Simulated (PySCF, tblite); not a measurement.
# C₅H₅FO₂: a rotation path, then NMR shifts on frames, part 2 of 2

tblite 0.8.0 and PySCF 2.14.0. Atoms count from 0. The steps go on from the part before.

### Step 5. NMR shieldings: image 4, PBE0/pcSseg-1

Job settings and geometry (Å):

```
{"job": {"kind": "nmr", "xc": "PBE0", "basis": "pcSseg-1", "pop": false}, "charge": 0, "multiplicity": 1}
C      2.249300     0.232100    -0.442000
O      1.329400    -0.263500     0.519400
C      0.031800    -0.178200     0.170400
C     -0.923600     0.758400     0.339600
C     -1.992900    -0.016600    -0.391400
F     -3.082400    -0.371600     0.360400
C     -0.893500    -1.118500    -0.527300
O     -0.875000    -2.228800    -0.957100
H      3.237200     0.073000    -0.015900
H      2.162200    -0.311000    -1.387600
H      2.088200     1.300700    -0.617900
H     -0.961500     1.710800     0.833200
H     -2.373700     0.413600    -1.322500
```

Level: GIAO PBE0/pcSseg-1 NMR shielding, non-relativistic, gas phase.

The program printed:

```text
coarse grid: 11792 points
cycle   1  E = -442.9665014924  dE =  1.489e+00  |g| = 9.775e-01  |ddm| = 3.392e+00
cycle   2  E = -442.3324626565  dE =  6.340e-01  |g| = 2.075e+00  |ddm| = 2.732e+00
cycle   3  E = -443.1334688155  dE = -8.010e-01  |g| = 2.207e-01  |ddm| = 2.109e+00
cycle   4  E = -443.1412485643  dE = -7.780e-03  |g| = 1.128e-01  |ddm| = 2.543e-01
cycle   5  E = -443.1435208477  dE = -2.272e-03  |g| = 2.454e-02  |ddm| = 1.081e-01
cycle   6  E = -443.1436503881  dE = -1.295e-04  |g| = 7.384e-03  |ddm| = 2.859e-02
cycle   7  E = -443.1436617201  dE = -1.133e-05  |g| = 3.151e-03  |ddm| = 8.327e-03
cycle   8  E = -443.1436636350  dE = -1.915e-06  |g| = 6.507e-04  |ddm| = 3.074e-03
final grid: 116920 points
cycle   9  E = -443.2207278041  dE = -8.421e-06  |g| = 1.589e-02  |ddm| = 2.906e-02
cycle  10  E = -443.2205943769  dE =  1.334e-04  |g| = 3.113e-02  |ddm| = 3.264e-02
cycle  11  E = -443.2207727712  dE = -1.784e-04  |g| = 3.058e-03  |ddm| = 2.384e-02
cycle  12  E = -443.2207746021  dE = -1.831e-06  |g| = 3.924e-04  |ddm| = 2.371e-03
cycle  13  E = -443.2207746257  dE = -2.359e-08  |g| = 1.555e-04  |ddm| = 4.909e-04
cycle  14  E = -443.2207746306  dE = -4.933e-09  |g| = 2.958e-05  |ddm| = 1.703e-04
cycle  15  E = -443.2207746308  dE = -1.493e-10  |g| = 1.475e-05  |ddm| = 3.747e-05
converged SCF energy = -443.2207746308

GIAO shielding tensors (ppm)
atom      isotropic    diamagn.    paramagn.     s11        s22        s33       span
  0 C      123.384     244.681    -121.296     87.532    100.223    182.397     94.865
  1 O      258.245     397.782    -139.537    193.818    245.500    335.419    141.601
  2 C       10.480     250.908    -240.428    -86.480     32.789     85.132    171.613
  3 C       22.366     256.798    -234.432   -102.070     20.051    149.117    251.187
  4 C       87.816     251.011    -163.195     53.661     81.467    128.321     74.660
  5 F      379.874     467.714     -87.840    356.523    367.927    415.171     58.648
  6 C       -5.734     250.592    -256.326    -87.717      4.082     66.434    154.151
  7 O     -264.330     397.262    -661.592   -808.296   -315.642    330.949   1139.245
  8 H       27.490      27.894      -0.404     24.395     25.015     33.060      8.665
  9 H       27.950      29.113      -1.163     24.337     26.246     33.268      8.931
 10 H       28.257      29.328      -1.071     24.711     26.543     33.518      8.806
 11 H       23.337      31.599      -8.262     17.855     24.907     27.249      9.394
 12 H       25.948      29.126      -3.178     22.802     25.661     29.380      6.578
```

Wall time 15 s (1 thread of Arm Neoverse V1, shared host); peak memory 0.75 GiB.

In short: δ C6 192.7, C2 176.4, C3 164.6, C4 99.1, H11 8.38, H12 5.77 ppm.

### Step 6. Nuclear shieldings: image 6, PBE0/pcSseg-1

Job settings and geometry (Å):

```
{"job": {"kind": "nmr", "xc": "PBE0", "basis": "pcSseg-1", "pop": false}, "charge": 0, "multiplicity": 1}
C      2.250900     0.363600    -0.345400
O      1.347200    -0.636900     0.094600
C      0.048700    -0.367200     0.003200
C     -0.771700     0.707000     0.090000
C     -1.998500    -0.041700    -0.366000
F     -3.047700    -0.109300     0.516400
C     -1.054000    -1.279100    -0.401100
O     -1.184200    -2.432600    -0.664300
H      3.239000     0.053700    -0.013000
H      2.230900     0.401900    -1.439000
H      2.009500     1.347300     0.058400
H     -0.656100     1.739100     0.360000
H     -2.418200     0.254700    -1.332400
```

Method: GIAO PBE0/pcSseg-1 NMR shielding, non-relativistic, gas phase.

The program printed:

```text
coarse grid: 11792 points
cycle   1  E = -442.9762090478  dE =  1.513e+00  |g| = 9.659e-01  |ddm| = 3.401e+00
cycle   2  E = -442.3370383447  dE =  6.392e-01  |g| = 2.071e+00  |ddm| = 2.812e+00
cycle   3  E = -443.1396335890  dE = -8.026e-01  |g| = 2.192e-01  |ddm| = 2.184e+00
cycle   4  E = -443.1475933295  dE = -7.960e-03  |g| = 1.103e-01  |ddm| = 2.508e-01
cycle   5  E = -443.1498423707  dE = -2.249e-03  |g| = 2.719e-02  |ddm| = 1.085e-01
cycle   6  E = -443.1500007216  dE = -1.584e-04  |g| = 9.815e-03  |ddm| = 3.332e-02
cycle   7  E = -443.1500209053  dE = -2.018e-05  |g| = 3.539e-03  |ddm| = 9.689e-03
cycle   8  E = -443.1500231730  dE = -2.268e-06  |g| = 6.785e-04  |ddm| = 3.701e-03
final grid: 116920 points
cycle   9  E = -443.2259034429  dE = -1.213e-05  |g| = 1.560e-02  |ddm| = 2.737e-02
cycle  10  E = -443.2257676624  dE =  1.358e-04  |g| = 3.105e-02  |ddm| = 3.217e-02
cycle  11  E = -443.2259467962  dE = -1.791e-04  |g| = 2.940e-03  |ddm| = 2.411e-02
cycle  12  E = -443.2259485949  dE = -1.799e-06  |g| = 3.812e-04  |ddm| = 2.476e-03
cycle  13  E = -443.2259486160  dE = -2.111e-08  |g| = 1.621e-04  |ddm| = 4.353e-04
cycle  14  E = -443.2259486211  dE = -5.097e-09  |g| = 3.708e-05  |ddm| = 1.645e-04
cycle  15  E = -443.2259486213  dE = -2.134e-10  |g| = 1.908e-05  |ddm| = 4.515e-05
converged SCF energy = -443.2259486213

GIAO shielding tensors (ppm)
atom      isotropic    diamagn.    paramagn.     s11        s22        s33       span
  0 C      126.469     245.286    -118.817     96.590     99.812    183.006     86.417
  1 O      233.505     396.640    -163.135    107.362    273.462    319.689    212.327
  2 C       14.733     252.179    -237.446    -76.669     37.106     83.763    160.432
  3 C       40.396     257.874    -217.478    -65.260     29.570    156.878    222.138
  4 C       88.387     249.340    -160.953     54.960     82.046    128.156     73.196
  5 F      371.184     468.241     -97.057    344.891    355.537    413.123     68.232
  6 C       -3.506     250.638    -254.145    -86.529     10.047     65.962    152.491
  7 O     -260.766     396.294    -657.060   -794.743   -318.926    331.371   1126.114
  8 H       27.503      27.878      -0.376     23.980     25.538     32.990      9.011
  9 H       28.002      28.951      -0.948     24.298     25.996     33.713      9.414
 10 H       27.899      29.879      -1.980     24.320     26.489     32.890      8.570
 11 H       24.003      31.940      -7.938     19.498     24.606     27.904      8.405
 12 H       26.036      28.787      -2.751     22.505     26.184     29.418      6.913
```

Wall time 15 s (1 thread of Arm Neoverse V1, shared host); peak memory 0.75 GiB.

In short: δ C6 190.4, C2 172.2, C3 146.5, C4 98.5, H11 7.71, H12 5.68 ppm.

### Step 7. Shielding tensors: image 8, PBE0/pcSseg-1

Job settings and geometry (Å):

```
{"job": {"kind": "nmr", "xc": "PBE0", "basis": "pcSseg-1", "pop": false}, "charge": 0, "multiplicity": 1}
C      2.236700     0.407300    -0.209500
O      1.364400    -0.708200    -0.258200
C      0.069800    -0.428500    -0.270000
C     -0.698300     0.686700    -0.270500
C     -2.002200    -0.061300    -0.381500
F     -2.844800     0.069300     0.698900
C     -1.106100    -1.333700    -0.348100
O     -1.310500    -2.506400    -0.344900
H      3.246600     0.004100    -0.207000
H      2.093400     1.048000    -1.083700
H      2.067700     0.992300     0.698100
H     -0.506600     1.738300    -0.187600
H     -2.614400     0.092600    -1.274700
```

Level: GIAO PBE0/pcSseg-1 NMR shielding, non-relativistic, gas phase.

The program printed:

```text
coarse grid: 11792 points
cycle   1  E = -442.9832385539  dE =  1.518e+00  |g| = 9.616e-01  |ddm| = 3.405e+00
cycle   2  E = -442.3538383890  dE =  6.294e-01  |g| = 2.059e+00  |ddm| = 2.835e+00
cycle   3  E = -443.1451897030  dE = -7.914e-01  |g| = 2.187e-01  |ddm| = 2.198e+00
cycle   4  E = -443.1531350962  dE = -7.945e-03  |g| = 1.097e-01  |ddm| = 2.513e-01
cycle   5  E = -443.1553667131  dE = -2.232e-03  |g| = 2.778e-02  |ddm| = 1.086e-01
cycle   6  E = -443.1555309481  dE = -1.642e-04  |g| = 1.029e-02  |ddm| = 3.441e-02
cycle   7  E = -443.1555525337  dE = -2.159e-05  |g| = 3.532e-03  |ddm| = 9.756e-03
cycle   8  E = -443.1555547820  dE = -2.248e-06  |g| = 6.853e-04  |ddm| = 3.804e-03
final grid: 116920 points
cycle   9  E = -443.2316838121  dE = -9.865e-06  |g| = 1.613e-02  |ddm| = 3.493e-02
cycle  10  E = -443.2315306510  dE =  1.532e-04  |g| = 3.270e-02  |ddm| = 3.463e-02
cycle  11  E = -443.2317302978  dE = -1.996e-04  |g| = 2.769e-03  |ddm| = 2.573e-02
cycle  12  E = -443.2317319092  dE = -1.611e-06  |g| = 3.679e-04  |ddm| = 2.377e-03
cycle  13  E = -443.2317319282  dE = -1.903e-08  |g| = 1.623e-04  |ddm| = 4.061e-04
cycle  14  E = -443.2317319333  dE = -5.069e-09  |g| = 4.026e-05  |ddm| = 1.676e-04
cycle  15  E = -443.2317319336  dE = -2.581e-10  |g| = 1.990e-05  |ddm| = 4.670e-05
converged SCF energy = -443.2317319336

GIAO shielding tensors (ppm)
atom      isotropic    diamagn.    paramagn.     s11        s22        s33       span
  0 C      128.901     245.972    -117.070    100.848    103.697    182.159     81.311
  1 O      211.670     395.862    -184.192     73.705    248.771    312.535    238.830
  2 C       12.962     254.191    -241.229    -78.826     34.476     83.237    162.063
  3 C       47.437     258.160    -210.723    -51.672     36.329    157.654    209.327
  4 C       87.133     248.144    -161.010     53.200     81.790    126.410     73.210
  5 F      369.852     469.948    -100.096    339.502    360.032    410.022     70.520
  6 C        0.106     249.080    -248.973    -86.092     16.941     69.470    155.562
  7 O     -256.221     395.848    -652.069   -783.639   -317.190    332.166   1115.805
  8 H       27.432      27.795      -0.363     23.550     25.810     32.935      9.385
  9 H       28.074      29.339      -1.265     25.148     25.853     33.221      8.074
 10 H       27.920      29.885      -1.965     24.968     25.741     33.051      8.084
 11 H       24.319      32.211      -7.892     20.026     24.794     28.139      8.113
 12 H       25.856      28.485      -2.629     22.517     26.070     28.980      6.462
```

Run time: 15 s. Hardware: 1 thread of Arm Neoverse V1, shared host; peak memory 0.85 GiB.

This run: δ C6 186.8, C2 174.0, C3 139.5, C4 99.8, H11 7.40, H12 5.86 ppm.

### Step 8. Comparing the runs: NMR shifts

Shifts (ppm) of some atoms, chosen among heavy atoms and hydrogens apart, with basis size and wall time:

| frame | C2 | C3 | H11 | H9 | O7 | O1 | F5 | functions | time |
| --- | --- | --- | --- | --- | --- | --- | --- | --- | --- |
| image 0 | 170.5 | 145.7 | 7.57 | 4.42 | 586.0 | 117.7 | -197.7 | 161 | 21 s |
| image 2 | 171.7 | 152.0 | 7.84 | 4.56 | 585.0 | 102.8 | -201.9 | 161 | 15 s |
| image 4 | 176.4 | 164.6 | 8.38 | 3.77 | 600.4 | 77.8 | -208.9 | 161 | 15 s |
| image 6 | 172.2 | 146.5 | 7.71 | 3.71 | 596.8 | 102.6 | -200.2 | 161 | 15 s |
| image 8 | 174.0 | 139.5 | 7.40 | 3.64 | 592.3 | 124.4 | -198.9 | 161 | 15 s |

### Step 9. What came out

This closing draws on all 2 parts.

```
                                         quantity                                value
                                          barrier   0.356 eV (8.2 kcal/mol) at image 4
                            end to end (GFN2-xTB)                             0.011 eV
  13C shifts against TMS (PBE0/pcSseg-1, image 0)  190.7, 170.5, 145.7, 99.9, 59.9 ppm
   1H shifts against TMS (PBE0/pcSseg-1, image 0)     7.57, 5.86, 4.42, 4.24, 3.94 ppm
  17O shifts against H2O (PBE0/pcSseg-1, image 0)                     586.0, 117.7 ppm
19F shifts against CFCl3 (PBE0/pcSseg-1, image 0)                           -197.7 ppm
            surface potential, 1st and 99th percentile                   -1.47 V and 1.24 V
                         range of the shift of O1                    77.8 to 124.4 ppm
```

**Reading.** Along the band the dihedral turns by 181°, and the top (dihedral 91°) lies 8.2 kcal/mol above the start (GFN2-xTB, rough), so at room temperature this motion is fast. Ends this close can change order at a higher level. The top was not checked by a frequency run. Shifts at one fixed geometry are not the observed spectrum, which averages over the motion. In the first frame run (image 0): The widest tensor belongs to O7: span 1095 ppm, with a paramagnetic part of -650 ppm. By nearest atom (PBE0/pcSseg-1), the HOMO sits on O7 38 %; C2, C4 about 11 % each and the LUMO on C3, C6 about 27 % each; O7 21 %. In ppm, O1 moves most: its shift spreads over 46.6 ppm, from 77.8 (image 4) to 124.4 (image 8).
